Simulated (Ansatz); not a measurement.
**BHLYP/def2-SVP run of GeH3O2F (SMILES [OH][GeH]([OH])[F])**

Aim: the energy change on altering one bond length of GeH3O2F at BHLYP/def2-SVP, from 2 runs. 

The results are computed with Ansatz 0.2.0.

72 further runs of the same task are left out: 72 set aside as unsound or not needed.

### 1 The system as given

GeH3O2F has 7 atoms, charge 0, and is taken as a singlet. SMILES: `[OH][GeH]([OH])[F]`. The shape is that of a PBE0-D4/def2-TZVP optimisation. This is one conformer, not always the lowest.

Bond lengths: O1–Ge2 1.758 Å, Ge2–O3 1.748 Å, Ge2–F4 1.736 Å, O1–H5 0.961 Å, Ge2–H6 1.522 Å, O3–H7 0.961 Å. Angles: O1–Ge2–O3 108.4°, O1–Ge2–F4 104.7°, O3–Ge2–F4 110.1°, O1–Ge2–H6 116.0°, O3–Ge2–H6 108.9°, F4–Ge2–H6 108.5°, Ge2–O1–H5 112.4°, Ge2–O3–H7 112.8°.

### 2 The energy at BHLYP/def2-SVP

File job.yaml:

```yaml
crystal:
  periodic: [false, false, false]
  atoms:
    - {symbol: O, position_ang: [-0.352900, 1.140300, -0.859300]}
    - {symbol: Ge, position_ang: [-0.107500, -0.026800, 0.432400]}
    - {symbol: O, position_ang: [1.518200, -0.656000, 0.307600]}
    - {symbol: F, position_ang: [-1.260300, -1.284500, 0.113200]}
    - {symbol: H, position_ang: [-1.209200, 1.041800, -1.283900]}
    - {symbol: H, position_ang: [-0.331400, 0.485800, 1.847500]}
    - {symbol: H, position_ang: [1.804400, -0.768700, -0.603100]}
basis:
  gaussian: {orbitals: def2-SVP}
total_charge: 0
hamiltonian: {xc: {name: BHLYP}}
accuracy: high
output: {orbitals: {seedname: orbitals}}
```

Command:

```
$ ansatz run job.yaml --threads 1 --pin off --max-ram 3480MiB --events-out events.jsonl --progress --plain --runs-dir runs
```

Standard output:

```text
Warning: RAYON_NUM_THREADS=1 ignored (pool sized by the plan → 1); use --threads N
Functional definition: BHLYP
  name "BHLYP"
  parameter a = 0.5
  exchange = (1 - a)*b88_x + a*exact_x
  correlation = lyp_c
1869 factors; integrals over basis functions are off by at most 4.4e-9 eV
mean field evaluation 1: about -63357.1202 eV, gradient 6.4e1 eV
mean field evaluation 2: about -63354.4297 eV, gradient 7.6e1 eV
mean field evaluation 4: about -63363.8665 eV, gradient 1.9e0 eV
mean field evaluation 8: about -63364.1543 eV, gradient 2.0e-1 eV
mean field evaluation 16: about -63364.1545 eV, gradient 1.8e-5 eV
mean field -63364.15445516 eV, -2328.5897264608 hartree, gradient 1.1e-8 eV, S^2 0.000000; 0 other end points of the search recorded, 0 dependent functions left out
reference -63364.15447904 eV, -2328.5897273382 hartree; 30, 30 occupied and 59, 59 virtual orbitals, 1869 factors
Total energy: -63364.15447904 eV, -2328.5897273382 hartree
```

Run time: 8.7 s. Hardware: 1 thread of Arm Neoverse V2, shared host; peak memory 0.31 GiB.

### 3 The distorted shape

File input.yaml:

```yaml
basis:
  gaussian: {orbitals: def2-SVP}
crystal:
  periodic: [false, false, false]
  atoms:
    - {symbol: O, position_ang: [0.569370, 2.146492, -0.603932]}
    - {symbol: Ge, position_ang: [0.814770, 0.979392, 0.687768]}
    - {symbol: O, position_ang: [2.440470, 0.350192, 0.562968]}
    - {symbol: F, position_ang: [-1.260300, -1.284500, 0.113200]}
    - {symbol: H, position_ang: [-0.286930, 2.047992, -1.028532]}
    - {symbol: H, position_ang: [0.590870, 1.491992, 2.102868]}
    - {symbol: H, position_ang: [2.726670, 0.237492, -0.347732]}
hamiltonian: {xc: {name: BHLYP}}
accuracy: high
output: {orbitals: {seedname: orbitals}}
```

Command:

```
$ ansatz run input.yaml --threads 1 --pin off --max-ram 3480MiB --events-out events.jsonl --progress --plain --runs-dir runs
```

Standard output:

```text
Warning: RAYON_NUM_THREADS=1 ignored (pool sized by the plan → 1); use --threads N
[... 5 set-up lines as earlier in the session ...]
1795 factors; integrals over basis functions are off by at most 4.1e-9 eV
mean field evaluation 1: about -63348.6301 eV, gradient 7.3e1 eV
mean field evaluation 2: about -63238.9192 eV, gradient 2.2e2 eV
mean field evaluation 4: about -63357.8723 eV, gradient 2.3e1 eV
mean field evaluation 8: about -63358.9300 eV, gradient 2.4e0 eV
mean field evaluation 16: about -63358.9438 eV, gradient 6.3e-3 eV
mean field evaluation 32: about -63358.9438 eV, gradient 2.5e-7 eV
mean field -63358.94375283 eV, -2328.3982366819 hartree, gradient 3.6e-8 eV, S^2 0.000000; 0 other end points of the search recorded, 0 dependent functions left out
reference -63358.94377738 eV, -2328.3982375843 hartree; 30, 30 occupied and 59, 59 virtual orbitals, 1795 factors
Total energy: -63358.94377738 eV, -2328.3982375843 hartree
```

Wall time 9.9 s (1 thread of Arm Neoverse V2, shared host); peak memory 0.29 GiB.

### 4 What came out

Level: BHLYP/def2-SVP.

```
                                                          quantity           value
                                         first shape: total energy  -2328.58973 Eh
                                          first shape: HOMO energy       -10.89 eV
                                          first shape: LUMO energy         1.37 eV
                                        first shape: HOMO–LUMO gap        12.26 eV
                                     distorted shape: total energy  -2328.39824 Eh
                                      distorted shape: HOMO energy        -8.25 eV
                                      distorted shape: LUMO energy        -3.31 eV
                                    distorted shape: HOMO–LUMO gap         4.95 eV
energy change with the Ge2–F4 bond stretched from 1.736 to 3.124 Å        5.211 eV
```

**Reading.** With the Ge2–F4 bond stretched from 1.736 to 3.124 Å the energy rises by 5.21 eV (120 kcal/mol). The first shape isn't relaxed at this level, so the change isn't measured from a minimum. A restricted reference can't describe the breaking bond well at this length.
